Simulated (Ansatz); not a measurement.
LaS on several prototypes: a ranking of structure types by relaxed energy, run with Ansatz 0.2.0, Python API.

Script `las.py`:
```python
# -*- coding: utf-8 -*-
"""LaS on common prototypes, each relaxed."""

import warnings

import ansatz
import numpy as np
import spglib


def cuau(first, second, a):
    return (
        ansatz.Lattice.from_parameters(a, a, 1.35 * a, alpha=90, beta=90, gamma=90)
        .space_group(123)
        .atom(first, [0, 0, 0])
        .atom(second, [0.5, 0.5, 0.5])
    )


def cscl(A, B, a):
    return (
        ansatz.Lattice.cubic(a)
        .space_group(221)
        .atom(A, [0, 0, 0])
        .atom(B, [0.5, 0.5, 0.5])
    )


def rocksalt(A, B, a):
    return ansatz.Crystal.rocksalt(A, B, a=a)


def wurtzite(a_site, b_site, a):
    return (
        ansatz.Lattice.from_parameters(a, a, 1.633 * a, alpha=90, beta=90, gamma=120)
        .space_group(186)
        .atom(a_site, [1 / 3, 2 / 3, 0])
        .atom(b_site, [1 / 3, 2 / 3, 0.375])
    )


def compute(name, crystal):
    calc = (
        crystal.calculation()
        .functional(ansatz.Functional.PBESOL)
        .basis(450)
        .kpoints(spacing=0.27)
        .occupations("fermi_dirac", width=0.1)
        .stress()
        .band_table()
    )
    calc = calc.relax(force_tolerance=0.03, cell=True)
    return calc.run(threads=1)


def space_group(outcome):
    sites = outcome.report["lattice"]["sites"]
    kinds = sorted({site["symbol"] for site in sites})
    cell = (outcome.lattice.cell_ang, [site["position_frac"] for site in sites], [kinds.index(site["symbol"]) for site in sites])
    return spglib.get_spacegroup(cell, symprec=0.01)


def pressure_gpa(outcome):
    return float(np.trace(outcome.report["stress_gpa"]) / 3)

# a is a first guess in angstrom
warnings.simplefilter("ignore", ansatz.DeckWarning)

phases = {}
phases["CuAu"] = cuau("La", "S", 3.34)
phases["CsCl"] = cscl("La", "S", 3.6)
phases["rocksalt"] = rocksalt("La", "S", 5.85)
phases["wurtzite"] = wurtzite("La", "S", 4.42)

done = {name: compute(name, crystal) for name, crystal in phases.items()}

energy = {name: o.report["energy_sigma0_ev"] / len(o.lattice.sites) for name, o in done.items()}
lowest = min(energy.values())
rows = [(name, len(o.lattice.sites), 1000 * (energy[name] - lowest), space_group(o), pressure_gpa(o)) for name, o in done.items()]
rows.sort(key=lambda row: row[2])
print("     phase       atoms  dE (meV/atom)  space group     P (GPa)")
for row in rows:
    print(f"{str(row[0]):>10}  {row[1]:10d}  {row[2]:13.1f}  {str(row[3]):>11}  {row[4]:10.2f}")
print("order:", " < ".join(row[0] for row in rows))
```

Which of these structures comes out lowest, and how far apart are they?

By space group at the end of each run: Fm-3m (+0 meV an atom, 24.5 Å³), Pm-3m (+272 meV an atom, 21.8 Å³) and P6_3/mmc (+311 meV an atom, 29.8 Å³).

The output:

`python las.py` gives:
```text
     phase       atoms  dE (meV/atom)  space group     P (GPa)
  rocksalt           2            0.0  Fm-3m (225)       -0.00
      CsCl           2          271.8  Pm-3m (221)       -0.01
      CuAu           2          277.0  P4/mmm (123)       -0.03
  wurtzite           4          311.0  P6_3/mmc (194)        0.02
order: rocksalt < CsCl < CuAu < wurtzite
```

For the metals among these phases the mesh is modest: differences between phases can be off by up to 40 meV an atom. Pressure is positive in compression. The cells are built on prototypes, so most aren't the phase found in nature. Rows bear the name of their start, and a relaxation keeps or raises the symmetry. Differences under about 40 meV an atom lie within the error of mesh and functional. The script silences the warnings on its input, which a real study should read. Wall time of the script: 75 s on 1 thread of Intel(R) Xeon(R) 6975P-C (Granite Rapids), with other jobs on the host, peak memory 0.52 GiB.

(A comment or docstring line of the script was reworded after the run, the code is as it ran; lines on the test bed's own set-up are left out of the output.)
